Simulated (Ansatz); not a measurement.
# Si4SnH12: ionisation energy by level of theory

One table from this session's results is given with a row withheld; the runs are named, their logs left out.

Method: unrestricted cation, the program's frozen cores in correlated methods; program: Ansatz 0.2.0, Gaussian basis.

Plan: UKS PBE-D4/def2-TZVPP; UKS r2SCAN-D4/def2-TZVPP; UKS PBE0-D4/def2-TZVPP; UKS B3LYP-D4/def2-TZVPP; UKS wB97X-V/def2-TZVPP; UKS wB97M-V/def2-TZVPP; UKS B2PLYP/def2-TZVPP; UHF-CCSD(T)/def2-TZVPP; UHF-MP2/def2-QZVPP; extrapolation to the limit; then −ε(HOMO) from the neutral's earlier runs with LDA (SPW92), PBE-D4, revPBE-D4, BLYP-D4, r2SCAN-D4, B97M-V, PBE0-D4, B3LYP-D4, r2SCANh-D4, r2SCAN0-D4, HSE06-D4, BHLYP-D4, CAM-B3LYP-D4, LC-ωPBE, ωB97X-V, ωB97M-V.

**The relaxed structure**

The geometry comes from an earlier relaxation with PBE0-D4 in a triple-zeta def2 set; it is a stationary point, not always the lowest conformer. Sn takes the def2 core potential; no spin-orbit term is included.

SMILES `[SiH3][Sn]([SiH3])([SiH3])[SiH3]`, 17 atoms, charge 0, spin multiplicity 1.

Atoms are counted from 1 here; the program's logs count them from 0.

Bond lengths: Si1–Sn2 2.563 Å, Si1–H6 1.487 Å, Si1–H7 1.487 Å, Si1–H8 1.487 Å, Sn2–Si3 2.563 Å, Sn2–Si4 2.563 Å, Sn2–Si5 2.563 Å, Si3–H9 1.487 Å, Si3–H10 1.487 Å, Si3–H11 1.487 Å, Si4–H12 1.487 Å, Si4–H13 1.487 Å, Si4–H14 1.487 Å, Si5–H15 1.487 Å, Si5–H16 1.487 Å, Si5–H17 1.487 Å. Angles: Sn2–Si1–H6 110.2°, Sn2–Si1–H7 110.3°, Sn2–Si1–H8 110.3°, H6–Si1–H7 108.7°, H6–Si1–H8 108.6°, H7–Si1–H8 108.7°, Si1–Sn2–Si3 109.4°, Si1–Sn2–Si4 109.5°, Si1–Sn2–Si5 109.5°, Si3–Sn2–Si4 109.5°, Si3–Sn2–Si5 109.4°, Si4–Sn2–Si5 109.5°, Sn2–Si3–H9 110.3°, Sn2–Si3–H10 110.3°, Sn2–Si3–H11 110.3°, H9–Si3–H10 108.6°, H9–Si3–H11 108.7°, H10–Si3–H11 108.6° and more.

As a file:

```mol
H12Si4Sn
  3D, bonds by distance, orders not assigned

 17 16  0  0  0  0  0  0  0  0999 V2000
   -0.3845    1.3842   -2.1205 Si  0  0
   -0.0025   -0.0008    0.0018 Sn  0  0
    2.4675    0.1302    0.6731 Si  0  0
   -0.6374   -2.4433   -0.4446 Si  0  0
   -1.4510    0.9282    1.9011 Si  0  0
   -0.0263    2.8073   -1.8779 H   0  0
    0.4556    0.8650   -3.2327 H   0  0
   -1.8125    1.3165   -2.5314 H   0  0
    2.7089   -0.6649    1.9067 H   0  0
    2.8567    1.5421    0.9334 H   0  0
    3.3275   -0.4072   -0.4151 H   0  0
   -0.3974   -3.2686    0.7693 H   0  0
    0.1779   -2.9915   -1.5613 H   0  0
   -2.0754   -2.5439   -0.8115 H   0  0
   -2.8914    0.8477    1.5389 H   0  0
   -1.2295    0.1475    3.1476 H   0  0
   -1.1051    2.3509    2.1631 H   0  0
  1  2  8  0
  2  3  8  0
  2  4  8  0
  2  5  8  0
  1  6  8  0
  1  7  8  0
  1  8  8  0
  3  9  8  0
  3 10  8  0
  3 11  8  0
  4 12  8  0
  4 13  8  0
  4 14  8  0
  5 15  8  0
  5 16  8  0
  5 17  8  0
M  END
```

Set-up of the first run:

File in.yaml:

```yaml
crystal:
  periodic: [false, false, false]
  atoms:
    - {symbol: Si, position_ang: [-0.384534, 1.384156, -2.120472]}
    - {symbol: Sn, position_ang: [-0.002532, -0.000817, 0.001839]}
    - {symbol: Si, position_ang: [2.467496, 0.130249, 0.673055]}
    - {symbol: Si, position_ang: [-0.637446, -2.443301, -0.444624]}
    - {symbol: Si, position_ang: [-1.451000, 0.928187, 1.901074]}
    - {symbol: H, position_ang: [-0.026293, 2.807252, -1.877855]}
    - {symbol: H, position_ang: [0.455606, 0.865045, -3.232718]}
    - {symbol: H, position_ang: [-1.812455, 1.316536, -2.531388]}
    - {symbol: H, position_ang: [2.708871, -0.664853, 1.906737]}
    - {symbol: H, position_ang: [2.856651, 1.542057, 0.933423]}
    - {symbol: H, position_ang: [3.327465, -0.407185, -0.415070]}
    - {symbol: H, position_ang: [-0.397354, -3.268562, 0.769330]}
    - {symbol: H, position_ang: [0.177925, -2.991485, -1.561345]}
    - {symbol: H, position_ang: [-2.075373, -2.543940, -0.811520]}
    - {symbol: H, position_ang: [-2.891392, 0.847716, 1.538918]}
    - {symbol: H, position_ang: [-1.229524, 0.147531, 3.147642]}
    - {symbol: H, position_ang: [-1.105113, 2.350912, 2.163072]}
basis:
  gaussian: {orbitals: def2-TZVPP}
total_charge: 1
magnetization: {spin_polarized: true, initial_magnetization: 1}
hamiltonian: {xc: pbe, dispersion: d4}
```

Run with:

```
ansatz run in.yaml --threads 2 --pin off --events-out ev --progress --plain --max-ram 22528MiB --backend cuda --devices 0, --max-vram 18GiB
```

Steps of the session up to this table: Cation, UKS PBE-D4/def2-TZVPP; Cation, UKS r2SCAN-D4/def2-TZVPP; Cation, UKS PBE0-D4/def2-TZVPP; Cation, UKS B3LYP-D4/def2-TZVPP; Cation, UKS wB97X-V/def2-TZVPP; Cation, UKS wB97M-V/def2-TZVPP; Cation, UKS B2PLYP (frozen core)/def2-TZVPP; Cation, UHF-CCSD(T)/def2-TZVPP; Cation, UHF-MP2/def2-QZVPP.

One of the session's tables, all rows but one given; the rest of the session is left out.

For comparison, −ε(HOMO) of the neutral from earlier runs:

| functional | −ε(HOMO) (eV) |
| --- | --- |
| LDA (SPW92) | 6.73 |
| PBE-D4 | 6.63 |
| revPBE-D4 | 6.59 |
| BLYP-D4 | 6.47 |
| r2SCAN-D4 | 6.86 |
| B97M-V | 7.01 |
| PBE0-D4 | 7.61 |
| B3LYP-D4 | 7.41 |
| r2SCANh-D4 | ? |
| r2SCAN0-D4 | 7.75 |
| HSE06-D4 | 7.23 |
| BHLYP-D4 | 8.46 |
| CAM-B3LYP-D4 | 8.76 |
| LC-ωPBE | 10.01 |
| ωB97X-V | 9.71 |
| ωB97M-V | 9.52 |

**Question.** Estimate the row for r2SCANh-D4.

Worked estimate for «−ε(HOMO) (eV)». Against the share of exact exchange, r2SCAN-D4 (0, 6.86), r2SCAN0-D4 (0.25, 7.75) give a slope of 3.56 per unit share; at 0.1 the line stands at 7.22.

The run gave: −ε(HOMO) (eV): 7.22. In «−ε(HOMO) (eV)» the line misses by 0.00.

Limits of these values: In point group Td the highest level is often degenerate; the cation then breaks the symmetry, and the runs may pick different components.
